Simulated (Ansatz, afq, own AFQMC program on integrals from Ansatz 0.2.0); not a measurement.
**SiGeH₃ (doublet): AFQMC on the coupled-cluster ladder at distance Si1–Ge2 = 2.882 Å, cc-pVDZ**

How near does AFQMC come to the top of the ladder for SiGeH₃ (doublet)?

Computed with Ansatz 0.2.0, Gaussian basis, and an in-house AFQMC program (afq) on its integrals; all values are calculated. Level: cc-pVDZ, frozen cores.

The runs, in order: PBE (unrestricted); r2SCAN (unrestricted); PBE0 (unrestricted); B3LYP (unrestricted); wB97M-V (unrestricted); B2PLYP (unrestricted); CCSD(T) on UHF; Phaseless AFQMC, CISD trial on UHF; Phaseless AFQMC, single-determinant trial on UHF; Free-projection AFQMC, CISD trial on UHF.

1 further run of the same task is left out (it didn't finish).

### 1 The geometry

The geometry derives from a PBE0/def2-TZVP stationary point (not a proven minimum). One bond is set to the value named and the two fragments are kept rigid. No spin-orbit coupling is included. The filled d shell of Ge may be among the frozen orbitals whatever the setting's name suggests; the logs give the count.

5 atoms, charge 0, spin multiplicity 2.

Atoms are counted from 1 here; the program's logs count them from 0.

Bond lengths: Si1–H3 1.492 Å, Si1–H4 1.492 Å, Ge2–H5 1.595 Å. Angles: H3–Si1–H4 106.9°.

### 2 PBE (unrestricted)

in.yaml reads:

```yaml
crystal:
  periodic: [false, false, false]
  atoms:
    - {symbol: Si, position_ang: [0.000000, 0.025478, 2.027556]}
    - {symbol: Ge, position_ang: [0.000000, -0.031410, -0.853882]}
    - {symbol: H, position_ang: [0.000000, 1.193140, 2.956589]}
    - {symbol: H, position_ang: [0.000000, -1.201970, 2.875172]}
    - {symbol: H, position_ang: [0.000000, 1.562527, -0.790720]}
basis:
  gaussian: {orbitals: cc-pVDZ}
magnetization: {spin_polarized: true, initial_magnetization: 1}
hamiltonian: {xc: {name: PBE}}
output: {orbitals: {seedname: orbitals}}
```

Command:

```
ansatz run in.yaml --threads 1 --pin off --events-out ev --progress --plain --max-ram 1382MiB
```

The log of the run:

```text
Functional definition: PBE
  name "PBE"
  cite "Perdew, Burke & Ernzerhof, Phys. Rev. Lett. 77, 3865 (1996) doi:10.1103/PhysRevLett.77.3865"
  parent pbe
  parameter kappa = 0.804
  parameter beta = 0.06672455060314922
  exchange = pbe_x(kappa = kappa, mu = beta*pi^2/3)
  correlation = pbe_c(beta = beta)
787 factors; their error is unknown
mean field evaluation 1: about -64427.1913 eV, gradient 1.1e1 eV
mean field evaluation 2: about -64421.7702 eV, gradient 2.3e1 eV
mean field evaluation 4: about -64428.3219 eV, gradient 1.8e0 eV
mean field evaluation 8: about -64428.3568 eV, gradient 2.6e-2 eV
mean field evaluation 16: about -64428.3469 eV, gradient 4.0e-5 eV
mean field evaluation 32: about -64427.3073 eV, gradient 9.5e-1 eV
mean field -64428.34688366 eV, -2367.6980768725 hartree, gradient 4.0e-5 eV, S^2 0.754053; 1 other end points of the search recorded, 0 dependent functions left out
reference -64428.34691786 eV, -2367.6980781292 hartree; 25, 24 occupied and 35, 36 virtual orbitals, 787 factors
Total energy: -64428.34691786 eV, -2367.6980781292 hartree
```

Run time: 3.3 s. Hardware: 1 thread of Arm Neoverse V2, shared host.

From the report: ⟨S²⟩ of the determinant 0.754 (pure doublet: 0.75).

### 3 r2SCAN (unrestricted)

in.yaml: that of step 2 with these lines changed.

```diff
@@ -11,3 +11,2 @@
 magnetization: {spin_polarized: true, initial_magnetization: 1}
-hamiltonian: {xc: {name: PBE}}
-output: {orbitals: {seedname: orbitals}}
+hamiltonian: {xc: {name: r2SCAN}}
```

Same command.

The log of the run (excerpt; [...] marks lines left out):

```text
Functional definition: r2SCAN
  name "r2SCAN"
  cite "Furness, Kaplan, Ning, Perdew & Sun, J. Phys. Chem. Lett. 11, 8208 (2020) doi:10.1021/acs.jpclett.0c02405"
  cite "Furness, Kaplan, Ning, Perdew & Sun, J. Phys. Chem. Lett. 11, 9248 (2020) doi:10.1021/acs.jpclett.0c03077"
  parent r2scan
[...]
787 factors; their error is unknown
[...]
mean field -64439.85762615 eV, -2368.1210888565 hartree, gradient 1.2e-5 eV, S^2 0.759312; 2 other end points of the search recorded, 0 dependent functions left out
reference -64439.85763725 eV, -2368.1210892648 hartree; 25, 24 occupied and 35, 36 virtual orbitals, 787 factors
Total energy: -64439.85763725 eV, -2368.1210892648 hartree
```

It took 9.5 s on 1 thread of Arm Neoverse V2, shared host.

From the report: ⟨S²⟩ of the determinant 0.759 (pure doublet: 0.75).

### 4 PBE0 (unrestricted)

in.yaml: that of step 3 with these lines changed.

```diff
@@ -11,2 +11,3 @@
 magnetization: {spin_polarized: true, initial_magnetization: 1}
-hamiltonian: {xc: {name: r2SCAN}}
+hamiltonian: {xc: {name: PBE0}}
+output: {orbitals: {seedname: orbitals}}
```

Launched as before.

The log of the run:

```text
Functional definition: PBE0
  name "PBE0"
  cite "Adamo & Barone, J. Chem. Phys. 110, 6158 (1999) doi:10.1063/1.478522"
  cite "Perdew, Burke & Ernzerhof, Phys. Rev. Lett. 77, 3865 (1996) doi:10.1103/PhysRevLett.77.3865"
  parent pbe
  parameter a = 0.25
  parameter kappa = 0.804
  parameter beta = 0.06672455060314922
  exchange = (1 - a)*pbe_x(kappa = kappa, mu = beta*pi^2/3) + a*exact_x
  correlation = pbe_c(beta = beta)
642 factors; integrals over basis functions are off by at most 1.4e-3 eV
mean field evaluation 1: about -64429.9040 eV, gradient 7.4e0 eV
mean field evaluation 2: about -64429.3223 eV, gradient 1.0e1 eV
mean field evaluation 4: about -64430.4183 eV, gradient 4.4e-1 eV
mean field evaluation 8: about -64430.4523 eV, gradient 6.9e-2 eV
mean field evaluation 16: about -64430.4526 eV, gradient 2.9e-4 eV
mean field -64430.45255618 eV, -2367.7754589102 hartree, gradient 3.7e-5 eV, S^2 0.756151; 2 other end points of the search recorded, 0 dependent functions left out
reference -64430.45258186 eV, -2367.7754598539 hartree; 25, 24 occupied and 35, 36 virtual orbitals, 642 factors
Total energy: -64430.45258186 eV, -2367.7754598539 hartree
```

Run time: 3.5 s. Hardware: 1 thread of Arm Neoverse V2, shared host.

From the report: ⟨S²⟩ of the determinant 0.756 (pure doublet: 0.75).

### 5 B3LYP (unrestricted)

in.yaml: that of step 4 with these lines changed.

```diff
@@ -11,3 +11,2 @@
 magnetization: {spin_polarized: true, initial_magnetization: 1}
-hamiltonian: {xc: {name: PBE0}}
-output: {orbitals: {seedname: orbitals}}
+hamiltonian: {xc: {name: B3LYP}}
```

Launched as before.

The log of the run (excerpt; [...] marks lines left out):

```text
Functional definition: B3LYP
  name "B3LYP"
  cite "Stephens, Devlin, Chabalowski & Frisch, J. Phys. Chem. 98, 11623 (1994) doi:10.1021/j100096a001"
  cite "Becke, Phys. Rev. A 38, 3098 (1988) doi:10.1103/PhysRevA.38.3098"
  cite "Lee, Yang & Parr, Phys. Rev. B 37, 785 (1988) doi:10.1103/PhysRevB.37.785"
  cite "Vosko, Wilk & Nusair, Can. J. Phys. 58, 1200 (1980) doi:10.1139/p80-159"
[...]
642 factors; integrals over basis functions are off by at most 1.4e-3 eV
[...]
mean field -64443.02123224 eV, -2368.2373492363 hartree, gradient 6.3e-5 eV, S^2 0.753652; 0 other end points of the search recorded, 0 dependent functions left out
reference -64443.02146506 eV, -2368.2373577920 hartree; 25, 24 occupied and 35, 36 virtual orbitals, 642 factors
Total energy: -64443.02146506 eV, -2368.2373577920 hartree
```

It took 3.2 s on 1 thread of Arm Neoverse V2, shared host.

From the report: ⟨S²⟩ of the determinant 0.754 (pure doublet: 0.75).

### 6 wB97M-V (unrestricted)

in.yaml: that of step 5 with these lines changed.

```diff
@@ -11,2 +11,3 @@
 magnetization: {spin_polarized: true, initial_magnetization: 1}
-hamiltonian: {xc: {name: B3LYP}}
+hamiltonian: {xc: {name: wB97M-V}}
+output: {orbitals: {seedname: orbitals}}
```

Launched as before.

The log of the run (excerpt; [...] marks lines left out):

```text
Functional definition: wB97M-V
  name "wB97M-V"
  cite "Mardirossian & Head-Gordon, J. Chem. Phys. 144, 214110 (2016) doi:10.1063/1.4952647"
  cite "Becke, J. Chem. Phys. 107, 8554 (1997) doi:10.1063/1.475007"
  cite "Vydrov & Van Voorhis, J. Chem. Phys. 133, 244103 (2010) doi:10.1063/1.3521275"
  # Of w^i u^j: cxij and so on, Table III.
[...]
  gx(w, u) = 1 - cx + cx01*u + cx10*w
  gss(w, u) = css00 + css04*u^4 + css10*w + css20*w^2 + css43*w^4*u^3
  gos(w, u) = cos00 + cos10*w + (cos20 + cos21*u)*w^2 + (cos60 + cos61*u)*w^6
[...]
      + integral(e_c_pw_mod_opposite_spin*gos(b97_w_opposite, b97_u_opposite)) + vv10(b, c)
642 factors; integrals over basis functions are off by at most 1.4e-3 eV
204 factors; integrals over basis functions are off by at most 8.1e-6 eV
[...]
mean field -64436.78975622 eV, -2368.0083467161 hartree, gradient 1.6e-5 eV, S^2 0.752177; 3 other end points of the search recorded, 0 dependent functions left out
reference -64436.78979414 eV, -2368.0083481100 hartree; 25, 24 occupied and 35, 36 virtual orbitals, 642 factors
Total energy: -64436.78979414 eV, -2368.0083481100 hartree
```

It took 19 s on 1 thread of Arm Neoverse V2, shared host; peak memory 0.26 GiB.

From the report: ⟨S²⟩ of the determinant 0.752 (pure doublet: 0.75).

### 7 B2PLYP (unrestricted)

in.yaml: that of step 6 with these lines changed.

```diff
@@ -11,3 +11,3 @@
 magnetization: {spin_polarized: true, initial_magnetization: 1}
-hamiltonian: {xc: {name: wB97M-V}}
-output: {orbitals: {seedname: orbitals}}
+hamiltonian: {xc: {name: B2PLYP}}
+correlation: {electrons: outside_noble_gas}
```

Launched as before.

The log of the run (excerpt; [...] marks lines left out):

```text
Functional definition: B2PLYP
  name "B2PLYP"
  cite "Grimme, J. Chem. Phys. 124, 034108 (2006) doi:10.1063/1.2148954"
  cite "Becke, Phys. Rev. A 38, 3098 (1988) doi:10.1103/PhysRevA.38.3098"
  cite "Lee, Yang & Parr, Phys. Rev. B 37, 785 (1988) doi:10.1103/PhysRevB.37.785"
[...]
642 factors; integrals over basis functions are off by at most 1.4e-3 eV
[...]
mean field -64424.36683782 eV, -2367.5518128857 hartree, gradient 4.0e-6 eV, S^2 0.759481; 4 other end points of the search recorded, 0 dependent functions left out
19 core orbitals not correlated: weight in the atoms' cores, before any rotation towards them, 0.999 or more for the frozen orbitals, at most 0.000 for the correlated occupied ones
reference -64424.36698624 eV, -2367.5518183399 hartree; 6, 5 occupied and 35, 36 virtual orbitals, 642 factors
second order -6.01082220 eV of doubles, -0.00000000 eV of singles
Total energy: -64425.98990823 eV, -2367.6114596232 hartree
```

Run time: 5.5 s. Hardware: 1 thread of Arm Neoverse V2, shared host.

From the report: ⟨S²⟩ of the determinant 0.759 (pure doublet: 0.75).

### 8 CCSD(T) on UHF

in.yaml: that of step 7 with these lines changed.

```diff
@@ -11,3 +11,2 @@
 magnetization: {spin_polarized: true, initial_magnetization: 1}
-hamiltonian: {xc: {name: B2PLYP}}
-correlation: {electrons: outside_noble_gas}
+correlation: {method: ccsd_t, electrons: outside_noble_gas, hamiltonian_folder: ham}
```

Same command.

The log of the run (excerpt; [...] marks lines left out):

```text
Functional definition: HF
  name "HF"
  cite "Fock, Z. Phys. 61, 126 (1930) doi:10.1007/BF01340294"
  parent pbe
[...]
642 factors; integrals over basis functions are off by at most 1.4e-3 eV
[...]
mean field -64379.86023463 eV, -2365.9162253861 hartree, gradient 2.6e-6 eV, S^2 0.843639; 10 other end points of the search recorded, 0 dependent functions left out
determinant -64379.86023463 eV, -2365.9162253861 hartree, with singles and doubles -64385.56166847 eV, -2366.1257492152 hartree
determinant -64378.75367819 eV, -2365.8755601868 hartree, with singles and doubles -64383.86797515 eV, -2366.0635071335 hartree
determinant -64378.49468333 eV, -2365.8660423013 hartree, with singles and doubles -64383.87463339 eV, -2366.0637518195 hartree
determinant -64377.93968434 eV, -2365.8456464645 hartree, with singles and doubles -64383.22642365 eV, -2366.0399305508 hartree
determinant -64377.56761758 eV, -2365.8319732635 hartree, with singles and doubles -64383.25836442 eV, -2366.0411043525 hartree
19 core orbitals not correlated: weight in the atoms' cores, before any rotation towards them, 1.000 or more for the frozen orbitals, at most 0.000 for the correlated occupied ones
reference -64379.86023463 eV, -2365.9162253861 hartree; 6, 5 occupied and 35, 36 virtual orbitals, 642 factors
second order -4.42840030 eV of doubles, -0.00000000 eV of singles
cycle   1  -5.70118417 eV  change    2.5e-4 eV  update   4.6e-3
[...]
cycle  11  -5.70537463 eV  change   -8.4e-6 eV  update   2.9e-6
perturbative correction -0.20744667 eV, -0.0076235244 hartree
Total energy: -64385.77305593 eV, -2366.1335175611 hartree
```

It took 13 s on 1 thread of Arm Neoverse V2, shared host.

From the report: ⟨S²⟩ of the determinant 0.844 (pure doublet: 0.75); correlation -5.9128 eV; T1 0.052; largest double amplitude 0.11.

This run also writes the integrals to the folder ham.

### 9 Phaseless AFQMC, CISD trial on UHF

It reads the integrals that the CCSD(T) run on this determinant wrote.

Command:

```
afq ham --method phaseless --trial cisd --walkers 60 --populations 1 --least-time 40 --time-step 0.005 --steps-per-block 50 --equilibration-blocks 28 --max-blocks 300 --target-error 0.0004 --factor-cut 1e-05 --start spin_pure --seed 4450 --release-times 0.24,0.51,0.99,1.62,2.4 --release-step 0.03 --release-every 4 --taylor-order 6
```

The log of the run:

```text
orbitals 41  electrons 6 5  factors 314 of 642
reference energy -2365.91622539 Eh
CCSD correlation -0.20966838 Eh in 15 cycles, weight of the determinant in the CISD state 0.8040
energy of the start -2366.121434 Eh
 block  time / (1/Eh)  mean weight  energy / Eh
     1     0.250  0.9996  -2366.119640
     2     0.500  0.9997  -2366.120726
     3     0.750  0.9995  -2366.122318
     4     1.000  1.0003  -2366.123324
     5     1.250  1.0008  -2366.126908
     6     1.500  1.0010  -2366.128959
     7     1.750  0.9999  -2366.130763
     8     2.000  0.9969  -2366.129431
     9     2.250  1.0003  -2366.128213
    10     2.500  0.9979  -2366.129736
    17     4.250  1.0007  -2366.136723
    25     6.250  0.9993  -2366.134210
    33     8.250  1.0022  -2366.132414
    41    10.250  0.9997  -2366.133299
    49    12.250  0.9990  -2366.134383
    57    14.250  1.0014  -2366.137701
    65    16.250  1.0005  -2366.133580
    73    18.250  1.0005  -2366.131560
    81    20.250  1.0021  -2366.134139
    89    22.250  0.9985  -2366.125489
    97    24.250  1.0010  -2366.138579
   105    26.250  0.9996  -2366.132317
   113    28.250  0.9988  -2366.132913
   121    30.250  1.0024  -2366.130365
   129    32.250  0.9994  -2366.132752
   137    34.250  0.9997  -2366.128778
   145    36.250  1.0004  -2366.138328
   153    38.250  1.0002  -2366.137805
   161    40.250  1.0007  -2366.136479
   169    42.250  0.9987  -2366.134574
   177    44.250  1.0009  -2366.143517
   185    46.250  0.9989  -2366.130484
   193    48.250  1.0010  -2366.132251
   201    50.250  1.0006  -2366.139076
   209    52.250  0.9987  -2366.132675
   217    54.250  0.9997  -2366.152518
   225    56.250  0.9970  -2366.132145
   233    58.250  0.9994  -2366.144758
   241    60.250  1.0007  -2366.132329
   249    62.250  1.0015  -2366.135161
   257    64.250  1.0016  -2366.145270
   265    66.250  0.9994  -2366.137848
   273    68.250  0.9982  -2366.135980
   281    70.250  1.0003  -2366.140356
   289    72.250  1.0001  -2366.130410
   297    74.250  1.0010  -2366.145359
   305    76.250  0.9980  -2366.141554
   313    78.250  0.9997  -2366.139220
   321    80.250  0.9991  -2366.130824
blocks merged  error / Eh  count
     1  0.000276  300
     2  0.000360  150
     4  0.000461  75
     8  0.000521  37
    16  0.000589  18
    32  0.000646  9
released: time / (1/Eh)  energy / Eh  error  mean overlap
  0.24  -2366.134948  0.000639  1.0163
  0.51  -2366.135783  0.000680  1.0182
  0.99  -2366.135819  0.000852  1.0276
  1.62  -2366.136526  0.000766  1.0137
  2.40  -2366.137427  0.001047  0.9955
energy -2366.135119 +/- 0.000589 Eh
```

Run time: 11 min. Hardware: 1 thread of Arm Neoverse V2, shared host.

Energy -64385.8166 ± 0.0160 eV. Caveats: constraint bias not in the error.

### 10 Phaseless AFQMC, single-determinant trial on UHF

It reads the integrals that the CCSD(T) run on this determinant wrote.

Command:

```
afq ham --method phaseless --trial hf --walkers 120 --populations 1 --least-time 40 --time-step 0.005 --steps-per-block 20 --equilibration-blocks 112 --max-blocks 600 --target-error 0.0012000000000000001 --factor-cut 1e-05 --start spin_pure --seed 2026 --taylor-order 6
```

The log of the run:

```text
orbitals 41  electrons 6 5  factors 314 of 642
reference energy -2365.91622539 Eh
CCSD correlation -0.20966838 Eh in 15 cycles, weight of the determinant in the CISD state 0.8040
energy of the start -2365.917875 Eh
 block  time / (1/Eh)  mean weight  energy / Eh
     1     0.100  1.0008  -2365.948880
     2     0.200  1.0012  -2365.974692
     3     0.300  0.9997  -2365.997207
     4     0.400  1.0013  -2366.017467
     5     0.500  1.0003  -2366.037174
     6     0.600  0.9993  -2366.046788
     7     0.700  1.0001  -2366.058204
     8     0.800  0.9995  -2366.064283
     9     0.900  1.0001  -2366.072514
    10     1.000  0.9992  -2366.080658
    18     1.800  1.0017  -2366.111704
    35     3.500  1.0005  -2366.113028
    52     5.200  0.9994  -2366.160651
    69     6.900  1.0005  -2366.130731
    86     8.600  0.9988  -2366.131274
   103    10.300  1.0003  -2366.118052
   120    12.000  1.0005  -2366.133460
   137    13.700  1.0011  -2366.137268
   154    15.400  0.9990  -2366.131406
   171    17.100  1.0009  -2366.113252
   188    18.800  0.9982  -2366.118859
   205    20.500  0.9990  -2366.127949
   222    22.200  0.9998  -2366.109516
   239    23.900  1.0005  -2366.132830
   256    25.600  1.0010  -2366.139209
   273    27.300  1.0009  -2366.133658
   290    29.000  1.0013  -2366.127864
   307    30.700  0.9998  -2366.149690
   324    32.400  1.0010  -2366.113598
   341    34.100  1.0009  -2366.124948
   358    35.800  0.9993  -2366.129184
   375    37.500  0.9999  -2366.133720
   392    39.200  1.0010  -2366.119125
   409    40.900  1.0006  -2366.126325
   426    42.600  1.0007  -2366.127049
   443    44.300  0.9989  -2366.137713
   460    46.000  0.9967  -2366.155920
   477    47.700  0.9992  -2366.125233
   494    49.400  0.9973  -2366.150104
   511    51.100  0.9997  -2366.120781
   528    52.800  1.0002  -2366.142272
   545    54.500  1.0023  -2366.122465
   562    56.200  0.9987  -2366.139442
   579    57.900  1.0016  -2366.149303
   596    59.600  0.9995  -2366.154271
   613    61.300  1.0005  -2366.160643
   630    63.000  0.9998  -2366.169235
   647    64.700  1.0028  -2366.131619
   664    66.400  1.0000  -2366.120447
   681    68.100  0.9993  -2366.132233
   698    69.800  0.9994  -2366.135418
blocks merged  error / Eh  count
     1  0.000486  600
     2  0.000646  300
     4  0.000857  150
     8  0.001067  75
    16  0.001406  37
    32  0.001896  18
    64  0.002143  9
energy -2366.133192 +/- 0.001896 Eh
```

Wall time 5.6 min (1 thread of Arm Neoverse V2, shared host).

Energy -64385.7642 ± 0.0516 eV. The run doesn't count as converged. Caveats: constraint bias not in the error; error not settled; halves of the run differ; error above the target.

### 11 Free-projection AFQMC, CISD trial on UHF

It reads the integrals that the CCSD(T) run on this determinant wrote.

Command:

```
afq ham --method free --trial cisd --walkers 60 --time-step 0.03 --max-blocks 80 --target-error 0.0004 --factor-cut 1e-05 --seed 3292 --times 0,0.21,0.42,0.81,1.2,1.8,2.4,3 --taylor-order 8
```

The log of the run:

```text
orbitals 41  electrons 6 5  factors 314 of 642
reference energy -2365.91622539 Eh
CCSD correlation -0.20966838 Eh in 15 cycles, weight of the determinant in the CISD state 0.8040
repeat  energy at the last time / Eh  error
    10  -2366.135549  0.002379
    20  -2366.134729  0.001299
    30  -2366.135123  0.000936
    40  -2366.134895  0.000788
    50  -2366.134710  0.000699
    60  -2366.134269  0.000618
    70  -2366.134353  0.000584
    80  -2366.134224  0.000547
time / (1/Eh)  energy / Eh  error  mean overlap
  0.00  -2366.126065  0.000153  1.2461
  0.21  -2366.128948  0.000190  1.2452
  0.42  -2366.130765  0.000236  1.2514
  0.81  -2366.132712  0.000301  1.2616
  1.20  -2366.133751  0.000311  1.2696
  1.80  -2366.135045  0.000413  1.2751
  2.40  -2366.134609  0.000540  1.3024
  3.00  -2366.134224  0.000547  1.3471
energy -2366.134224 +/- 0.000547 Eh
```

Wall time 5.8 min (1 thread of Arm Neoverse V2, shared host).

Energy -64385.7923 ± 0.0149 eV. Caveats: remainder of the start not in the error.

### 12 All levels side by side

On the UHF determinant, counted from CCSD(T) (a yardstick, not exact):

| level | energy (eV) | from CCSD(T) (meV) | statistical error (meV) | time |
| --- | --- | --- | --- | --- |
| HF | -64379.8602 | +5912.8 |  |  |
| MP2 | -64384.2886 | +1484.4 |  |  |
| CCSD | -64385.5656 | +207.4 |  |  |
| CCSD(T) | -64385.7731 | 0.0 |  |  |
| Phaseless AFQMC, CISD trial, step 0.005, 60 walkers | -64385.8166 | -43.6 | 16.0 | 11 min |
| Free-projection AFQMC, CISD trial, step 0.03, 60 walkers | -64385.7923 | -19.2 | 14.9 | 5.8 min |

The functionals' totals stand on their own zeros and serve differences with other points: PBE -64428.347 eV; r2SCAN -64439.858 eV; PBE0 -64430.453 eV; B3LYP -64443.021 eV; wB97M-V -64436.790 eV; B2PLYP -64425.990 eV.

### 13 Summary of results

```
                                             quantity             value
      Phaseless AFQMC, CISD trial on UHF from CCSD(T)  -43.6 ± 16.0 meV
Free-projection AFQMC, CISD trial on UHF from CCSD(T)  -19.2 ± 14.9 meV
```

In words: On UHF the phaseless walk with the CISD trial lies -43.6 meV from CCSD(T), within three error bars. Free projection has no constraint; at the last time it gives -19.2 ± 14.9 meV, and from a start that isn't spin pure other spins can mix in. Error bars are statistical and leave out the constraint, the time step and what remains of the start.
